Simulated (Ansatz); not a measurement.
# Cl₃FH₂SSi₂: up Jacob's ladder to CCSD(T)

How much do the methods differ for Cl₃FH₂SSi₂? The plan is to run it at one geometry with functionals of several rungs and with coupled cluster, and see how far each lands from CCSD(T) at the basis-set limit for the atomisation energy.

Method: functionals in def2-TZVPP, the program's frozen cores in correlated methods; program: Ansatz 0.2.0, Gaussian basis.

Levels to be run: PBE-D4, r2SCAN-D4, PBE0-D4, B3LYP-D4, ωB97X-V, ωB97M-V, B2PLYP; CCSD(T)/def2-TZVPP; MP2/def2-QZVPP; extrapolation to the limit.

### 1 The geometry

The geometry comes from an earlier relaxation with PBE0-D4 in a triple-zeta def2 set; it is a stationary point, not always the lowest conformer.

9 atoms, charge 0, spin multiplicity 1.

Atoms are counted from 1 here; the program's logs count them from 0.

Bond lengths: F1–Si2 1.583 Å, Si2–Cl3 2.021 Å, Si2–Cl4 2.021 Å, Si2–S5 2.105 Å, S5–Si6 2.141 Å, Si6–Cl7 2.044 Å, Si6–H8 1.475 Å, Si6–H9 1.477 Å. Angles: F1–Si2–Cl3 107.1°, F1–Si2–Cl4 108.6°, F1–Si2–S5 110.3°, Cl3–Si2–Cl4 109.4°, Cl3–Si2–S5 113.0°, Cl4–Si2–S5 108.4°, Si2–S5–Si6 100.5°, S5–Si6–Cl7 112.3°, S5–Si6–H8 111.0°, S5–Si6–H9 103.7°, Cl7–Si6–H8 107.9°, Cl7–Si6–H9 109.3°, H8–Si6–H9 112.6°.

### 2 PBE-D4 (GGA)

The input, in.yaml:

```yaml
crystal:
  periodic: [false, false, false]
  atoms:
    - {symbol: F, position_ang: [-1.271026, -0.324825, -1.390870]}
    - {symbol: Si, position_ang: [-1.539096, 0.322652, 0.028536]}
    - {symbol: Cl, position_ang: [-1.546302, 2.327801, -0.224986]}
    - {symbol: Cl, position_ang: [-3.356322, -0.277125, 0.679502]}
    - {symbol: S, position_ang: [-0.090960, -0.326476, 1.411285]}
    - {symbol: Si, position_ang: [1.613384, -0.522082, 0.130849]}
    - {symbol: Cl, position_ang: [2.151878, 1.256386, -0.720789]}
    - {symbol: H, position_ang: [1.352177, -1.485216, -0.955263]}
    - {symbol: H, position_ang: [2.686277, -0.971115, 1.041745]}
basis:
  gaussian: {orbitals: def2-TZVPP}
hamiltonian: {xc: pbe, dispersion: d4}
output: {forces: true, orbitals: {seedname: orbitals}}
```

Command:

```bash
$ ansatz run in.yaml --threads 2 --pin off --events-out ev --progress --plain --max-ram 32768MiB --backend cuda --devices 0, --max-vram 18GiB
```

After this run come: r2SCAN-D4 (meta-GGA); PBE0-D4 (hybrid); B3LYP-D4 (hybrid); ωB97X-V (range-separated); ωB97M-V (range-separated); B2PLYP (double hybrid); CCSD(T) in def2-TZVPP; MP2 in def2-QZVPP.

Q: Predict the results of all the runs planned. Wanted: atomisation energy, CCSD(T)/CBS; farthest; mean size of error, hybrid; mean size of error, range-separated; gap, smallest and largest; T1 diagnostic; triples share of the correlation energy.

**Answer**, as computed:

| quantity | value |
| --- | --- |
| atomisation energy, CCSD(T)/CBS | 3108.1 kJ/mol |
| functionals within 15.5 kJ/mol (0.5 %) | ωB97M-V |
| farthest | B2PLYP (-90.5 kJ/mol) |
| mean size of error, hybrid | 41.3 kJ/mol |
| mean size of error, range-separated | 16.2 kJ/mol |
| gap, smallest and largest | 5.57 eV (PBE-D4), 12.21 eV (ωB97X-V) |
| T1 diagnostic | 0.0105 |
| triples share of the correlation energy | 4.1 % |

What this shows: PBE-D4 misses by +21.7 kJ/mol. Double hybrids carry the basis error of their MP2 part in triple zeta, and no dispersion term here, so their miss is partly the set-up's. Misses under about 15.5 kJ/mol are within the doubt on the reference itself, which lacks core-valence correlation, relativity and higher excitations. Hartree-Fock recovers 73 % of the binding; the rest is correlation. The gap grows from 5.6 to 12.2 eV across the functionals, mostly with the share of exact exchange.
